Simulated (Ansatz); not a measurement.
# C3H7BFN: up Jacob's ladder to CCSD(T)

How much do the methods differ for C3H7BFN? The plan is to run it at one geometry with functionals of several rungs and with coupled cluster. The yardstick is the atomisation energy at the CCSD(T) limit.

Program: Ansatz 0.2.0, Gaussian basis. Level of theory: functionals in def2-TZVPP, the program's frozen cores in correlated methods. These are calculated values, not measurements.

The runs, in order: PBE-D4, r2SCAN-D4, PBE0-D4, B3LYP-D4, ωB97X-V, ωB97M-V, B2PLYP; CCSD(T)/def2-TZVPP; MP2/def2-QZVPP; extrapolation to the limit.

## 1. The relaxed structure

All runs share one geometry, relaxed beforehand with PBE0-D4 in a triple-zeta def2 set.

SMILES `C/C(BN)=C\F`, 13 atoms, charge 0, spin multiplicity 1.

Atoms are counted from 1 here; the program's logs count them from 0.

Bond lengths: C1–C2 1.499 Å, C1–H7 1.095 Å, C1–H8 1.090 Å, C1–H9 1.095 Å, C2–B3 1.549 Å, C2–C5 1.329 Å, B3–N4 1.393 Å, B3–H10 1.200 Å, N4–H11 1.004 Å, N4–H12 1.006 Å, C5–F6 1.339 Å, C5–H13 1.084 Å. Angles: C2–C1–H7 110.7°, C2–C1–H8 112.4°, C2–C1–H9 110.8°, H7–C1–H8 107.9°, H7–C1–H9 107.0°, H8–C1–H9 107.9°, C1–C2–B3 122.6°, C1–C2–C5 121.9°, B3–C2–C5 115.5°, C2–B3–N4 121.2°, C2–B3–H10 120.6°, N4–B3–H10 118.2°, B3–N4–H11 123.0°, B3–N4–H12 123.5°, H11–N4–H12 113.5°, C2–C5–F6 123.4°, C2–C5–H13 124.9°, F6–C5–H13 111.7°.

Geometry (Å):

```xyz
13
C3H7BFN
C    -1.4242    0.3497   -0.1050
C     0.0540    0.5089    0.0852
B     1.0377   -0.6851    0.0141
N     0.5839   -1.9792   -0.2328
C     0.6081    1.6930    0.3263
F    -0.0937    2.8297    0.4198
H    -1.6461   -0.0506   -1.0994
H    -1.9611    1.2920    0.0033
H    -1.8351   -0.3567    0.6232
H     2.2153   -0.5172    0.1711
H     1.1975   -2.7728   -0.2849
H    -0.3849   -2.2101   -0.3768
H     1.6689    1.8638    0.4706
```

## 2. PBE-D4 (GGA)

Contents of in.yaml:

```yaml
crystal:
  periodic: [false, false, false]
  atoms:
    - {symbol: C, position_ang: [-1.424224, 0.349704, -0.104977]}
    - {symbol: C, position_ang: [0.054007, 0.508931, 0.085249]}
    - {symbol: B, position_ang: [1.037726, -0.685098, 0.014065]}
    - {symbol: N, position_ang: [0.583889, -1.979231, -0.232831]}
    - {symbol: C, position_ang: [0.608097, 1.692965, 0.326286]}
    - {symbol: F, position_ang: [-0.093671, 2.829676, 0.419828]}
    - {symbol: H, position_ang: [-1.646082, -0.050608, -1.099425]}
    - {symbol: H, position_ang: [-1.961091, 1.292038, 0.003329]}
    - {symbol: H, position_ang: [-1.835120, -0.356732, 0.623222]}
    - {symbol: H, position_ang: [2.215262, -0.517197, 0.171099]}
    - {symbol: H, position_ang: [1.197496, -2.772763, -0.284887]}
    - {symbol: H, position_ang: [-0.384868, -2.210131, -0.376805]}
    - {symbol: H, position_ang: [1.668880, 1.863848, 0.470648]}
basis:
  gaussian: {orbitals: def2-TZVPP}
hamiltonian: {xc: pbe, dispersion: d4}
output: {forces: true, orbitals: {seedname: orbitals}}
```

On the command line:

```bash
> ansatz run in.yaml --threads 4 --pin off --events-out ev --progress --plain --max-ram 10444MiB
```

After this run come: r2SCAN-D4 (meta-GGA); PBE0-D4 (hybrid); B3LYP-D4 (hybrid); ωB97X-V (range-separated); ωB97M-V (range-separated); B2PLYP (double hybrid); CCSD(T) in def2-TZVPP; MP2 in def2-QZVPP.

**Question.** What will the summary of the whole plan be? Wanted: atomisation energy, CCSD(T)/CBS; farthest; mean size of error, hybrid; mean size of error, range-separated; gap, smallest and largest; T1 diagnostic; triples share of the correlation energy.

The runs gave:

```
                               quantity                                 value
        atomisation energy, CCSD(T)/CBS                       1261.6 kcal/mol
functionals within 6.3 kcal/mol (0.5 %)                       ωB97X-V, B2PLYP
                               farthest               PBE-D4 (+41.3 kcal/mol)
             mean size of error, hybrid                         12.2 kcal/mol
    mean size of error, range-separated                          7.9 kcal/mol
              gap, smallest and largest  4.67 eV (PBE-D4), 11.30 eV (ωB97X-V)
                          T1 diagnostic                                0.0124
triples share of the correlation energy                                 3.9 %
```

PBE-D4 is off by +41.3 kcal/mol. Double hybrids carry the basis error of their MP2 part in triple zeta, and no dispersion term here, so their miss is partly the set-up's. Misses under about 6.3 kcal/mol are within the doubt on the reference itself, which lacks core-valence correlation, relativity and higher excitations. Hartree-Fock recovers 74 % of the binding; the rest is correlation. Orbital gaps span 4.7 to 11.3 eV; exact exchange widens them.
